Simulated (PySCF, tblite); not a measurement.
# C8H12O3: geometry, infrared bands, NMR shifts, spin-spin couplings and electronic excitations

What infrared bands, NMR shifts, spin-spin couplings and electronic excitations should C8H12O3 (`C[C@@]1(OC=O)C[C@@H]2CC[C@H]1O2`) show?

Computed with tblite 0.8.0 and PySCF 2.14.0, with density-fitted response routines of our own, on a single molecule in the gas phase. Atoms count from 0, in the outputs and in this text.

## (1) The starting structure

23 atoms, charge 0, multiplicity 1; geometry from: force field or distance geometry start.

Bonds of the start (Å): C0–C1 1.52, C1–O2 1.44, O2–C3 1.37, C3–O4 1.20, C1–C5 1.55, C5–C6 1.54, C6–C7 1.53, C7–C8 1.53, C8–C9 1.53, C9–O10 1.46, C9–C1 1.54, O10–C6 1.44, C0–H11 1.09, C0–H12 1.11, C0–H13 1.10, C3–H14 1.11, C5–H15 1.09, C5–H16 1.10, C6–H17 1.10, C7–H18 1.09, C7–H19 1.09, C8–H20 1.09, C8–H21 1.10, C9–H22 1.08.

## (2) Relaxing the molecule with GFN2-xTB

The job: settings as JSON, then the geometry in Å.

```
{"job": {"kind": "relax", "xc": "GFN2-xTB", "basis": "xTB"}, "charge": 0, "multiplicity": 1}
C     -2.005600    -0.934100    -0.230100
C     -0.752000    -0.210500     0.247100
O     -1.086100     0.834200     1.182500
C     -1.708600     1.950100     0.679900
O     -1.962600     2.177900    -0.472700
C      0.159900    -1.219600     0.999800
C      1.426300    -1.219600     0.132100
C      2.215300     0.080000     0.320500
C      1.352200     1.073400    -0.450200
C      0.173800     0.202900    -0.906900
O      0.868500    -1.045200    -1.188000
H     -1.782400    -1.812400    -0.838200
H     -2.629400    -1.252200     0.632200
H     -2.638700    -0.269500    -0.835000
H     -1.941400     2.631300     1.525300
H     -0.276000    -2.222800     1.015100
H      0.377100    -0.936900     2.043200
H      2.026500    -2.135800     0.217700
H      2.349800     0.349800     1.372500
H      3.199800     0.003900    -0.150900
H      1.904900     1.451100    -1.314000
H      1.053200     1.942400     0.152200
H     -0.329200     0.588400    -1.786700
```

Run with:

```
OMP_NUM_THREADS=2 python probes_run.py task.json out
```

This one command runs all jobs of the session in turn.

**Question.** This job is followed by: GFN2-xTB harmonic vibrations, gas phase; PBE0-D3(BJ)/def2-SVP geometry optimisation, gas phase; GIAO PBE0/pcSseg-1 NMR shielding, non-relativistic, gas phase; B3LYP/pcJ-1 indirect spin-spin coupling, non-relativistic, gas phase; TDDFT CAM-B3LYP/def2-SVPD, vertical, gas phase, core orbitals frozen in the response; GIAO B97-2/pcSseg-1 NMR shielding, non-relativistic, gas phase. Predict these results of the whole session: strongest single infrared mode (GFN2-xTB); zero-point energy (GFN2-xTB); point group; rotational constants (main isotopes); ¹³C shifts against TMS (PBE0/pcSseg-1); ¹H shifts against TMS (PBE0/pcSseg-1, means over atoms taken as alike); ¹⁷O shifts against H2O (PBE0/pcSseg-1); surface potential, 1st and 99th percentile; largest coupling of the table (B3LYP/pcJ-1); lowest singlet (CAM-B3LYP/def2-SVPD); brightest single state of those computed; lowest triplet; range of the shift of O4.

The runs gave:

```
                                                              quantity                                                           value
                             strongest single infrared mode (GFN2-xTB)                                           1789 cm⁻¹, 468 km/mol
                                          zero-point energy (GFN2-xTB)                                                  119.8 kcal/mol
                                                           point group                                                              C1
                                  rotational constants (main isotopes)                                            1.98, 1.02, 0.90 GHz
                                ¹³C shifts against TMS (PBE0/pcSseg-1)             164.8, 86.2, 82.8, 77.0, 48.3, 32.1, 24.6, 24.4 ppm
¹H shifts against TMS (PBE0/pcSseg-1, means over atoms taken as alike)  7.71, 4.63, 4.13, 1.63, 1.63, 1.57, 1.56, 1.50, 1.39, 1.24 ppm
                                ¹⁷O shifts against H2O (PBE0/pcSseg-1)                                         457.4, 253.3, 113.4 ppm
                                 surface potential, 1st and 99th percentile                                              -1.51 V and 1.10 V
                           largest coupling of the table (B3LYP/pcJ-1)                                        ¹J(C,H) C3–H14, 229.7 Hz
                                  lowest singlet (CAM-B3LYP/def2-SVPD)                                     5.78 eV (214 nm), f = 0.002
                              brightest single state of those computed                                     state 5, 8.23 eV, f = 0.046
                                                        lowest triplet                                                         5.25 eV
                                              range of the shift of O4                                              443.2 to 457.4 ppm
```

What this shows: The optimisation took 58 steps and gained 0.216 eV; among the close pairs (by a distance rule), O2–C3 changed most, from 1.373 to 1.317 Å (GFN2-xTB). No mode is imaginary among the 63: a minimum at this level. The strongest single mode, at 1789 cm⁻¹, moves mainly C3 and O4. Unscaled tight-binding wavenumbers are off by several per cent, some by more. Its intensities can rank the bands wrongly. Relaxing lowered the energy by 0.249 eV in 8 steps; the close pair that moved most is C7–H19, from 1.048 to 1.099 Å (PBE0/def2-SVP). The most deshielded carbon is C3 (ester carbonyl carbon), at 164.8 ppm: it is a carbonyl in resonance with an O or N lone pair, the region of acids, esters and amides. At PBE0/pcSseg-1: The largest span, 686 ppm, is at O4, where the paramagnetic term is -526 ppm. In the run at B3LYP/pcJ-1, the largest coupling of the table is C3–H14, 229.7 Hz, of which the Fermi-contact term gives 229.2 Hz. Couplings across rotatable bonds belong to this one conformer; where others are populated, the observed values are averages. The first singlet state (HOMO−1→LUMO 0.85) lies at 5.78 eV and is weak; of the 10 states computed, the strongest absorption comes from state 5 at 8.23 eV. The lowest triplet lies 0.53 eV below the lowest singlet (triplets in Tamm-Dancoff, singlets in full TDDFT). Across the 2 runs the shift of O4 moves most, between 443.2 (B97-2/pcSseg-1) and 457.4 ppm (PBE0/pcSseg-1).
